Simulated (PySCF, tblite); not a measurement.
**C₈H₉O radical: geometry, infrared bands and EPR parameters**

What infrared bands and EPR parameters should C₈H₉O radical (`CCOc1c[c]ccc1`) show?

The runs use tblite 0.8.0 and PySCF 2.14.0, with density-fitted response routines of our own; the level of theory stands in each step. All values are computed, except where a source is named. Atoms are numbered from 0 throughout.

### Step 1. The molecule as given

18 atoms, charge 0, multiplicity 2; geometry from: force field or distance geometry start.

Bonds of the start (Å): C0–C1 1.47, C1–O2 1.39, O2–C3 1.36, C3–C4 1.38, C4–C5 1.40, C5–C6 1.40, C6–C7 1.39, C7–C8 1.38, C8–C3 1.39, C0–H9 1.12, C0–H10 1.14, C0–H11 1.10, C1–H12 1.14, C1–H13 1.13, C4–H14 1.08, C6–H15 1.06, C7–H16 1.07, C8–H17 1.10.

### Step 2. Geometry optimisation with GFN2-xTB

What the job is given:

```
{"job": {"kind": "relax", "xc": "GFN2-xTB", "basis": "xTB"}, "charge": 0, "multiplicity": 2}
C     -2.607100    -0.429500    -0.565800
C     -2.003200    -0.359900     0.776200
O     -0.822600     0.345500     0.943900
C      0.393600     0.215200     0.355800
C      0.733200    -0.760400    -0.556200
C      2.015500    -0.836300    -1.111500
C      3.006800     0.072600    -0.731600
C      2.664600     1.037100     0.204400
C      1.394900     1.098200     0.733400
H     -2.493700     0.522600    -1.153900
H     -3.736200    -0.499700    -0.411200
H     -2.381800    -1.325200    -1.167000
H     -1.917000    -1.410100     1.211200
H     -2.764500     0.128300     1.448200
H     -0.003000    -1.474800    -0.887300
H      4.002500     0.054000    -1.103400
H      3.385300     1.763000     0.534300
H      1.124100     1.865600     1.468900
```

On the command line:

```sh
OMP_NUM_THREADS=1 python probes_run.py task.json out
```

The driver reads the jobs from task.json and runs them one after another.

The program printed:

```text
step      E/eV     max force
  0    -697.99099    3.223
  1    -698.28005    0.650
  2    -698.31739    0.425
  3    -698.34951    0.410
  4    -698.37181    0.343
  5    -698.38261    0.248
  6    -698.39117    0.222
  7    -698.39953    0.287
  8    -698.40889    0.341
  9    -698.41707    0.264
 10    -698.42431    0.274
 11    -698.43186    0.239
 12    -698.43952    0.216
 13    -698.44587    0.196
 14    -698.45049    0.134
 15    -698.45449    0.199
 16    -698.45855    0.198
 17    -698.46197    0.187
 18    -698.46457    0.118
 19    -698.46694    0.128
 20    -698.46993    0.163
 21    -698.47400    0.253
 22    -698.47866    0.257
 23    -698.48267    0.155
 24    -698.48527    0.142
 25    -698.48680    0.105
 26    -698.48780    0.074
 27    -698.48858    0.064
 28    -698.48931    0.082
 29    -698.49006    0.086
 30    -698.49085    0.076
 31    -698.49163    0.059
 32    -698.49239    0.065
 33    -698.49318    0.080
 34    -698.49417    0.085
 35    -698.49566    0.104
 36    -698.49813    0.125
 37    -698.50170    0.155
 38    -698.50509    0.161
 39    -698.50835    0.152
 40    -698.51208    0.115
 41    -698.51520    0.149
 42    -698.51846    0.239
 43    -698.52157    0.156
 44    -698.52520    0.170
 45    -698.52943    0.163
 46    -698.53151    0.145
 47    -698.53490    0.123
 48    -698.53674    0.144
 49    -698.53818    0.092
 50    -698.54017    0.121
 51    -698.54205    0.115
 52    -698.54316    0.099
 53    -698.54444    0.099
 54    -698.54593    0.090
 55    -698.54762    0.081
 56    -698.54863    0.071
 57    -698.54918    0.075
 58    -698.54956    0.043
 59    -698.54985    0.032
 60    -698.55010    0.040
 61    -698.55039    0.045
 62    -698.55072    0.048
 63    -698.55118    0.055
 64    -698.55187    0.058
 65    -698.55275    0.069
 66    -698.55356    0.068
 67    -698.55421    0.058
 68    -698.55476    0.050
 69    -698.55522    0.048
 70    -698.55568    0.057
 71    -698.55621    0.056
 72    -698.55668    0.040
 73    -698.55697    0.037
 74    -698.55715    0.037
 75    -698.55730    0.032
 76    -698.55748    0.023
 77    -698.55762    0.020
 78    -698.55773    0.028
 79    -698.55784    0.029
 80    -698.55797    0.026
 81    -698.55813    0.033
 82    -698.55831    0.042
 83    -698.55849    0.041
 84    -698.55867    0.028
 85    -698.55884    0.025
 86    -698.55897    0.020
 87    -698.55905    0.021
 88    -698.55911    0.019
 89    -698.55915    0.013
 90    -698.55918    0.010
```

It took 1 s on 1 thread of Arm Neoverse N1, shared host.

Relaxation path: (not every step is listed)

| step | energy from step 0 (eV) | largest force (eV/Å) |
| --- | --- | --- |
| 0 | 0.0000 | 3.2227 |
| 1 | -0.2891 | 0.6497 |
| 2 | -0.3264 | 0.4252 |
| 3 | -0.3585 | 0.4103 |
| 4 | -0.3808 | 0.3431 |
| 5 | -0.3916 | 0.2483 |
| 6 | -0.4002 | 0.2221 |
| 7 | -0.4085 | 0.2871 |
| 8 | -0.4179 | 0.3407 |
| 15 | -0.4635 | 0.1995 |
| 22 | -0.4877 | 0.2571 |
| 29 | -0.4991 | 0.0860 |
| 36 | -0.5071 | 0.1255 |
| 43 | -0.5306 | 0.1561 |
| 50 | -0.5492 | 0.1214 |
| 57 | -0.5582 | 0.0751 |
| 64 | -0.5609 | 0.0577 |
| 71 | -0.5652 | 0.0557 |
| 78 | -0.5667 | 0.0282 |
| 85 | -0.5679 | 0.0250 |
| 86 | -0.5680 | 0.0197 |
| 87 | -0.5681 | 0.0213 |
| 88 | -0.5681 | 0.0191 |
| 89 | -0.5682 | 0.0134 |
| 90 | -0.5682 | 0.0097 |

Close pairs (by a distance rule), those that changed most:

| bond | before (Å) | after (Å) | change (Å) |
| --- | --- | --- | --- |
| C0–H10 | 1.142 | 1.087 | -0.055 |
| C0–C1 | 1.473 | 1.526 | +0.053 |
| C1–H12 | 1.140 | 1.098 | -0.042 |
| C0–H9 | 1.125 | 1.087 | -0.038 |
| C4–C5 | 1.399 | 1.362 | -0.037 |
| C5–C6 | 1.398 | 1.362 | -0.036 |
| C1–H13 | 1.127 | 1.094 | -0.033 |
| C1–O2 | 1.385 | 1.413 | +0.027 |

The next job starts from the end point, and lists it.

### Step 3. Harmonic vibrations with GFN2-xTB

What the job is given:

```
{"job": {"kind": "ir", "xc": "GFN2-xTB", "basis": "xTB"}, "charge": 0, "multiplicity": 2}
C     -2.599800    -0.237556    -0.600399
C     -1.950794    -0.438371     0.766255
O     -0.871359     0.443585     0.995070
C      0.335085     0.214846     0.409562
C      0.667036    -0.910001    -0.356765
C      1.936718    -0.987190    -0.844612
C      2.922070    -0.066271    -0.658162
C      2.583990     1.050730     0.107190
C      1.314919     1.185554     0.628134
H     -2.945407     0.788597    -0.697987
H     -3.448793    -0.908208    -0.704186
H     -1.891293    -0.437807    -1.400710
H     -1.632876    -1.480439     0.898672
H     -2.668777    -0.197196     1.555449
H     -0.049052    -1.693140    -0.552448
H      3.912350    -0.179850    -1.069302
H      3.327583     1.813001     0.289711
H      1.049640     2.046032     1.222872
```

The program printed:

```text
mode    cm-1     km/mol
  1      52.7      1.91
  2     111.3      0.41
  3     172.4      0.63
  4     203.1      0.56
  5     272.7      0.68
  6     351.3      4.03
  7     379.1      0.14
  8     455.0      0.72
  9     474.3      4.24
 10     536.7     10.69
 11     577.3      3.44
 12     616.1      0.20
 13     751.2     44.02
 14     764.4     19.02
 15     818.9      4.34
 16     839.2      0.40
 17     861.5      1.77
 18     895.4      0.25
 19     927.4      5.30
 20     965.4     14.44
 21    1076.3     22.54
 22    1089.1      1.03
 23    1093.4     27.09
 24    1104.8     18.36
 25    1154.3     12.43
 26    1155.4      8.82
 27    1205.1    109.89
 28    1244.8     69.49
 29    1255.7      1.73
 30    1288.9    123.05
 31    1331.9      5.57
 32    1402.5     15.37
 33    1408.1     14.67
 34    1447.3    117.80
 35    1475.1      2.50
 36    1481.5      2.77
 37    1497.9      2.29
 38    1513.8     44.34
 39    1615.3     70.06
 40    2902.3     40.79
 41    2965.5     29.38
 42    3042.2     23.17
 43    3044.6     32.75
 44    3048.9     20.46
 45    3065.8     21.56
 46    3080.8     20.53
 47    3090.2     32.83
 48    3098.7     14.87
```

It took 1 s on 1 thread of Arm Neoverse N1, shared host.

Which atoms move in the most intense modes:

| cm⁻¹ | km/mol | atoms |
| --- | --- | --- |
| 751 | 44.0 | H15 34 %, H16 23 %, H17 14 % |
| 1205 | 109.9 | H14 28 %, C3 14 %, H15 11 % |
| 1245 | 69.5 | H16 23 %, C3 19 %, H14 13 %, H17 12 % |
| 1289 | 123.0 | C3 26 %, H12 14 %, C6 14 %, C7 11 % |
| 1447 | 117.8 | C8 25 %, C3 23 %, C5 14 % |
| 1514 | 44.3 | C3 29 %, C7 24 %, C6 18 %, C4 12 % |
| 1615 | 70.1 | C5 35 %, C8 21 %, C7 13 %, C4 12 % |
| 2902 | 40.8 | H12 92 % |

### Step 4. EPR parameters: B3LYP/pcH-1

The job, as its differences from that of step 3:

```diff
@@ -1,2 +1,2 @@
-{"job": {"kind": "ir", "xc": "GFN2-xTB", "basis": "xTB"}, "charge": 0, "multiplicity": 2}
+{"job": {"kind": "epr", "basis": "pcH-1"}, "charge": 0, "multiplicity": 2}
 C     -2.599800    -0.237556    -0.600399
```

With the program's defaults for keys left out, this is: UKS B3LYP, pcH-1 on C H O, non-relativistic, mean-field spin-orbit, GIAO.

The program printed:

```text
UKS, coarse grid
  cycle   1  E = -385.33810132  |g| = 4.61e-01
  cycle   2  E = -385.27978565  |g| = 6.23e-01
  cycle   3  E = -385.42271443  |g| = 1.08e-01
  cycle   4  E = -385.42688381  |g| = 4.17e-02
  cycle   5  E = -385.42766793  |g| = 1.25e-02
  cycle   6  E = -385.42774355  |g| = 6.01e-03
  cycle   7  E = -385.42776880  |g| = 2.24e-03
  cycle   8  E = -385.42777486  |g| = 1.37e-03
  cycle   9  E = -385.42777782  |g| = 6.62e-04
UKS, final grid
  cycle   1  E = -385.42778434  |g| = 9.80e-04
  cycle   2  E = -385.42778323  |g| = 1.85e-03
  cycle   3  E = -385.42778514  |g| = 1.81e-04
  cycle   4  E = -385.42778523  |g| = 1.72e-04
  cycle   5  E = -385.42778529  |g| = 7.75e-05
  cycle   6  E = -385.42778530  |g| = 1.72e-05
E = -385.42778530 Eh   <S^2> = 0.7568 (exact 0.7500)
g shifts (ppm)      1          2          3
  rmc          -166       -166       -166
  gc             30         13        -15
  oz_so        -615         -6        893
  total        -751       -159        712
hyperfine (MHz)  atom isotope    a_iso     a_fc   dipolar eigenvalues
    0   13C      -0.07      -0.07     -0.21     -0.15      0.35
    1   13C      -0.28      -0.28     -0.41     -0.01      0.42
    2   17O       0.15       0.15     -4.24      1.22      3.02
    3   13C      56.27      56.27     -5.53     -1.87      7.40
    4   13C      19.46      19.46    -12.87     -1.87     14.74
    5   13C     398.90     398.90    -79.05    -62.59    141.64
    6   13C      13.19      13.19    -14.16     -2.24     16.40
    7   13C      58.32      58.32     -6.30     -2.08      8.38
    8   13C      -7.30      -7.30     -6.37      2.34      4.03
    9    1H      -0.06      -0.06     -0.58     -0.49      1.08
   10    1H      -0.12      -0.12     -0.53     -0.46      0.99
   11    1H      -0.10      -0.10     -1.25     -1.03      2.28
   12    1H       1.15       1.15     -1.35     -0.90      2.25
   13    1H       1.07       1.07     -0.67     -0.58      1.25
   14    1H      66.22      66.22     -6.91     -5.80     12.71
   15    1H      53.64      53.64     -6.89     -5.65     12.54
   16    1H      20.17      20.17     -2.98     -2.28      5.25
   17    1H       3.67       3.67     -1.57      0.41      1.16
```

Run time: 3.2 min. Hardware: 1 thread of Arm Neoverse N1, shared host; peak memory 0.97 GiB.

Principal g values 2.00157, 2.00216, 2.00303; g(iso) = 2.00225, against 2.00232 for a free electron.

Mean a(iso) over the nuclei that a row names, and the largest dipolar term of the row (other rows stand at the frozen geometry):

| nuclei | isotope | a(iso) (MHz) | a(iso) (G, at g = 2.0023) | largest dipolar term (MHz) |
| --- | --- | --- | --- | --- |
| C5 | 13C | 398.9 | 142.3 | 141.6 |
| H14 | 1H | 66.2 | 23.6 | 12.7 |
| C7 | 13C | 58.3 | 20.8 | 8.4 |
| C3 | 13C | 56.3 | 20.1 | 7.4 |
| H15 | 1H | 53.6 | 19.1 | 12.5 |
| H16 | 1H | 20.2 | 7.2 | 5.3 |
| C4 | 13C | 19.5 | 6.9 | 14.7 |
| C6 | 13C | 13.2 | 4.7 | 16.4 |
| C8 | 13C | -7.3 | -2.6 | -6.4 |
| H17 | 1H | 3.7 | 1.3 | -1.6 |
| H12, H13 | 1H | 1.1 | 0.4 | 2.3 |
| C1 | 13C | -0.3 | -0.1 | 0.4 |
| O2 | 17O | 0.1 | 0.1 | -4.2 |
| H9, H10, H11 | 1H | -0.1 | 0.0 | 2.3 |

Mulliken spin populations:

C0 0.00; C1 0.00; O2 0.01; C3 0.06; C4 -0.08; C5 1.01; C6 -0.07; C7 0.06; C8 -0.04; H9 0.00; H10 0.00; H11 0.00; H12 0.00; H13 0.00; H14 0.02; H15 0.02; H16 0.01; H17 0.00

In first order the couplings over 0.8 MHz of 1H give 48 distinct lines over 52.1 G, if the averaged nuclei exchange fast.

The fields below are evaluated on a grid from the run's orbitals.

ELF in a plane through or near 7 of the atoms.

Ten even steps from '0' (0.00) to '9' (1.00):
```
0000000000000000000000000000
0000000000000000000000000000
0000000000000000000000000000
0000000002673000000000000000
0000000008997001000000000000
0000021008997015400000000000
0000698415893058820441000000
0001799757225266832641000000
0000268529476187854620000000
0000014645352455544720000000
0000014772018950157647740000
0002687116362351012369971000
0007999675383499000158950000
0006998453465799200014400000
0000451049981389200000000000
0000000048970024000000000000
0000000026640000000000000000
0000000001200000000000000000
0000000000000000000000000000
0000000000000000000000000000
```
The map spans 12.9 Å across and 9.6 Å up, centred on the molecule. Atoms in the plane (x, y in Å): O2 (0.8, 1.1), C3 (-0.4, 0.4), C4 (-0.5, -1.0), C5 (-1.7, -1.5), C6 (-2.9, -0.8), C8 (-1.5, 1.1), H17 (-1.4, 2.2).

log10 of the density (e/Å³) in the same plane.

Ten even steps from '0' (-4.0) to '9' (1.3):
```
0000000000000000000000000000
0000000000000000000000000000
0000000012221100000000000000
0000000123443211000000000000
0000122235565433322211000000
0001234446775455543332100000
0012355556776567755543210000
0012456777887679866654210000
0013457787788888877765321000
0012456787778977778765432000
0013456776667876677766532100
0023567887778876566666542100
0024567778988876545555432000
0023566678977776544444321000
0012344456765555432222110000
0001223345554444321111000000
0000011234433222100000000000
0000000122221100000000000000
0000000000000000000000000000
0000000000000000000000000000
```
The map spans 12.9 Å across and 9.6 Å up, centred on the molecule. Atoms in the plane (x, y in Å): O2 (0.8, 1.1), C3 (-0.4, 0.4), C4 (-0.5, -1.0), C5 (-1.7, -1.5), C6 (-2.9, -0.8), C8 (-1.5, 1.1), H17 (-1.4, 2.2).

On the surface of density 0.002 e/bohr³ the electrostatic potential runs, from the 1st to the 99th percentile, from -1.02 V near O2 to 1.05 V near H14.

The spin density lies nearest to C5 74 %.

### Step 5. Outcome

| quantity | value |
| --- | --- |
| strongest single infrared mode (GFN2-xTB) | 1289 cm⁻¹, 123 km/mol |
| zero-point energy (GFN2-xTB) | 90.4 kcal/mol |
| g(iso) (B3LYP) | 2.00225 |
| ⟨S²⟩ | 0.757 (exact 0.75) |
| largest a(iso) (averaged by class) | 13C on C5, 398.9 MHz |
| surface potential, 1st and 99th percentile | -1.02 V and 1.05 V |

Relaxing lowered the energy by 0.568 eV in 90 steps; the close pair that moved most is C0–H10, from 1.142 to 1.087 Å. No mode is imaginary among the 48: a minimum at this level. The strongest single mode, at 1289 cm⁻¹, has its largest shares on C3, H12, C6 and C7 (the list is cut at 4 atoms). GFN2-xTB is a fitted tight-binding method: band positions and strengths are rough. Its intensities can rank the bands wrongly. C5 carries the largest spin population, 1.01 e. The isotropic g lies 0.1 ppt below the free-electron value.
